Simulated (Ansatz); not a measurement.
**C2H8AlFSi: how energies converge with the basis set**

One table from this session's results is given with a row withheld; the runs are named, their logs left out.

Computed with Ansatz 0.2.0, Gaussian basis. Level: one geometry, several basis sets.

The runs, in order: PBE0-D4/def2-SVP; ωB97M-V/def2-SVP; PBE0-D4/def2-QZVPP; ωB97M-V/def2-QZVPP; the functionals' def2-TZVPP values are taken from earlier runs.

### The geometry

An earlier PBE0-D4 in a triple-zeta def2 set relaxation fixed the geometry.

13 atoms, charge 0, spin multiplicity 1.

Atoms are counted from 1 here; the program's logs count them from 0.

Bond lengths: F1–Al4 1.672 Å, C2–C3 1.345 Å, C2–H6 1.087 Å, C2–H7 1.086 Å, C3–Si5 1.885 Å, C3–H8 1.089 Å, Al4–H9 1.584 Å, Al4–H10 1.586 Å, Si5–H11 1.480 Å, Si5–H12 1.480 Å, Si5–H13 1.489 Å. Angles: C3–C2–H6 121.5°, C3–C2–H7 122.4°, H6–C2–H7 116.1°, C2–C3–Si5 124.7°, C2–C3–H8 117.4°, Si5–C3–H8 117.4°, F1–Al4–H9 116.6°, F1–Al4–H10 116.2°, H9–Al4–H10 122.1°, C3–Si5–H11 111.1°, C3–Si5–H12 109.4°, C3–Si5–H13 104.9°, H11–Si5–H12 112.5°, H11–Si5–H13 108.7°, H12–Si5–H13 109.9°.

Set-up of the first run:

Input file in.yaml:

```yaml
crystal:
  periodic: [false, false, false]
  atoms:
    - {symbol: F, position_ang: [0.248526, 0.852335, -1.961606]}
    - {symbol: C, position_ang: [-0.830886, 0.701510, 0.999566]}
    - {symbol: C, position_ang: [-0.099251, -0.412152, 0.814276]}
    - {symbol: Al, position_ang: [-1.131431, 0.096412, -1.395725]}
    - {symbol: Si, position_ang: [1.727083, -0.431784, 0.347073]}
    - {symbol: H, position_ang: [-0.423289, 1.688834, 0.795426]}
    - {symbol: H, position_ang: [-1.841819, 0.673528, 1.395287]}
    - {symbol: H, position_ang: [-0.561963, -1.364435, 1.070239]}
    - {symbol: H, position_ang: [-1.219656, -1.471015, -1.607311]}
    - {symbol: H, position_ang: [-2.426177, 1.003615, -1.270893]}
    - {symbol: H, position_ang: [1.958829, -1.252701, -0.862264]}
    - {symbol: H, position_ang: [2.209322, 0.958183, 0.190022]}
    - {symbol: H, position_ang: [2.411114, -1.077132, 1.500911]}
basis:
  gaussian: {orbitals: def2-SVP}
hamiltonian: {xc: pbe0, dispersion: d4}
output: {orbitals: {seedname: orbitals}}
```

Command:

```bash
> ansatz run in.yaml --threads 4 --pin off --events-out ev --progress --plain --max-ram 10444MiB
```

Steps of the session up to this table: PBE0-D4 in def2-SVP; ωB97M-V in def2-SVP; PBE0-D4 in def2-QZVPP; ωB97M-V in def2-QZVPP.

One of the session's tables, all rows but one given; the rest of the session is left out.

It belongs to the step «Density functionals: the series». 

| functional | basis | HOMO (eV) | LUMO (eV) |
| --- | --- | --- | --- |
| PBE0-D4 | def2-SVP | -8.12 | -1.72 |
| PBE0-D4 | def2-TZVPP | -8.16 | -1.77 |
| PBE0-D4 | def2-QZVPP | ? | ? |
| ωB97M-V | def2-SVP | -10.26 | 0.44 |
| ωB97M-V | def2-TZVPP | -10.36 | 0.32 |
| ωB97M-V | def2-QZVPP | -10.37 | 0.26 |

Q: Estimate the row for PBE0-D4, def2-QZVPP from the others.

The run gave: HOMO (eV): -8.17; LUMO (eV): -1.80. In the column «HOMO (eV)» it lies between ωB97M-V, def2-SVP (-10.26) and PBE0-D4, def2-TZVPP (-8.16).
